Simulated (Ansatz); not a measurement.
# SrMg: shifting one sublattice

This session takes SrMg and sets out to map the energy as every Mg atom is pushed off its site.

Computed with Ansatz 0.2.0 (DFT r2SCAN, scalar-relativistic, plane waves, PAW, unless a step's input says otherwise).

**1. The structure to begin with**

It takes space group Pm-3m (No. 221, cubic). The conventional cell has a = 3.900 Å, b = 3.900 Å, c = 3.900 Å, α = 90.00°, β = 90.00°, γ = 90.00°. Sr (site symmetry m-3m) has 8 Mg at 3.38 Å in its first shell of neighbours. Mg (site symmetry m-3m) is surrounded by 8 Sr at 3.38 Å.

Structure file:

```
CELL_PARAMETERS angstrom
3.90000 0.00000 0.00000
0.00000 3.90000 0.00000
0.00000 0.00000 3.90000
ATOMIC_POSITIONS crystal
Sr 0.50000 0.50000 0.50000
Mg 0.00000 0.00000 0.00000
```

No relaxation comes first: the listed cell is the starting point.

**2. The reference cell**

The reference gives a free energy of -5481.3714 eV, pressure 6.65 GPa, largest force 0.000 eV/Å and gap on the mesh none (metal). It was computed beforehand with the settings of the runs below.

**3. Next: shifting one sublattice**

Every Mg atom is moved by x along the Cartesian unit vector (0.000, 0.000, 1.000); the cell and all other atoms stay fixed. Forces below are components along that vector, summed over the moved atoms.

**4. Point x = -0.500 Å**

input.yaml

```yaml
crystal:
  lattice:
    - [3.9, 0.0, 0.0]
    - [0.0, 3.9, 0.0]
    - [0.0, 0.0, 3.9]
  atoms:
    - { symbol: Sr, position: [0.5, 0.5, 0.5] }
    - { symbol: Mg, position: [0.0, 0.0, -0.1282051282] }
basis:
  ecutwfc: 500
kpoints:
  mp_grid: { grid: [12, 12, 12] }
hamiltonian:
  xc: r2scan
scf:
  occupations: { method: gaussian, width: 0.15 }
output:
  forces: true
  stress: true
  eigenvalues: true
```

Command:

```bash
> ansatz run input.yaml --threads 1 --pin off --max-ram 2560MiB --backend cpu --events-out ev --progress --plain --runs-dir out
```

**5. At x = 0.375 Å**

Changes to input.yaml since step 4:

```diff
@@ -7,3 +7,3 @@
     - { symbol: Sr, position: [0.5, 0.5, 0.5] }
-    - { symbol: Mg, position: [0.0, 0.0, -0.1282051282] }
+    - { symbol: Mg, position: [0.0, 0.0, 0.0961538462] }
 basis:
```

**6. Point x = -0.250 Å**

Changes to input.yaml since step 5:

```diff
@@ -7,3 +7,3 @@
     - { symbol: Sr, position: [0.5, 0.5, 0.5] }
-    - { symbol: Mg, position: [0.0, 0.0, 0.0961538462] }
+    - { symbol: Mg, position: [0.0, 0.0, -0.0641025641] }
 basis:
@@ -20 +20,5 @@
   eigenvalues: true
+  write_density: true
+  write_potential: true
+  elf: true
+  volumetric_format: npy
```

**7. Point x = 0.125 Å**

Changes to input.yaml since step 6:

```diff
@@ -7,3 +7,3 @@
     - { symbol: Sr, position: [0.5, 0.5, 0.5] }
-    - { symbol: Mg, position: [0.0, 0.0, -0.0641025641] }
+    - { symbol: Mg, position: [0.0, 0.0, 0.0320512821] }
 basis:
@@ -20,5 +20 @@
   eigenvalues: true
-  write_density: true
-  write_potential: true
-  elf: true
-  volumetric_format: npy
```

**8. Point x = 0.438 Å**

Changes to input.yaml since step 7:

```diff
@@ -7,3 +7,3 @@
     - { symbol: Sr, position: [0.5, 0.5, 0.5] }
-    - { symbol: Mg, position: [0.0, 0.0, 0.0320512821] }
+    - { symbol: Mg, position: [0.0, 0.0, 0.1121794872] }
 basis:
```

**9. At x = 0.312 Å**

Changes to input.yaml since step 8:

```diff
@@ -7,3 +7,3 @@
     - { symbol: Sr, position: [0.5, 0.5, 0.5] }
-    - { symbol: Mg, position: [0.0, 0.0, 0.1121794872] }
+    - { symbol: Mg, position: [0.0, 0.0, 0.0801282051] }
 basis:
```

**10. Point x = 0.188 Å**

Changes to input.yaml since step 9:

```diff
@@ -7,3 +7,3 @@
     - { symbol: Sr, position: [0.5, 0.5, 0.5] }
-    - { symbol: Mg, position: [0.0, 0.0, 0.0801282051] }
+    - { symbol: Mg, position: [0.0, 0.0, 0.0480769231] }
 basis:
```

**11. Point x = 0.062 Å**

Changes to input.yaml since step 10:

```diff
@@ -7,3 +7,3 @@
     - { symbol: Sr, position: [0.5, 0.5, 0.5] }
-    - { symbol: Mg, position: [0.0, 0.0, 0.0480769231] }
+    - { symbol: Mg, position: [0.0, 0.0, 0.016025641] }
 basis:
@@ -20 +20,5 @@
   eigenvalues: true
+  write_density: true
+  write_potential: true
+  elf: true
+  volumetric_format: npy
```

(Steps that only read results are left out.)

What does the calculation give?

**Answer**, as computed:

```
                                                        quantity       value
force constant along x, from the points at -0.250, 0 and 0.062 Å  3.53 eV/Å²
```

The restoring force grows by 3.53 eV/Å per Å near the site. The step of 0.25 Å is wide, so anharmonic terms mix in. No sampled point lies below the undisturbed cell.
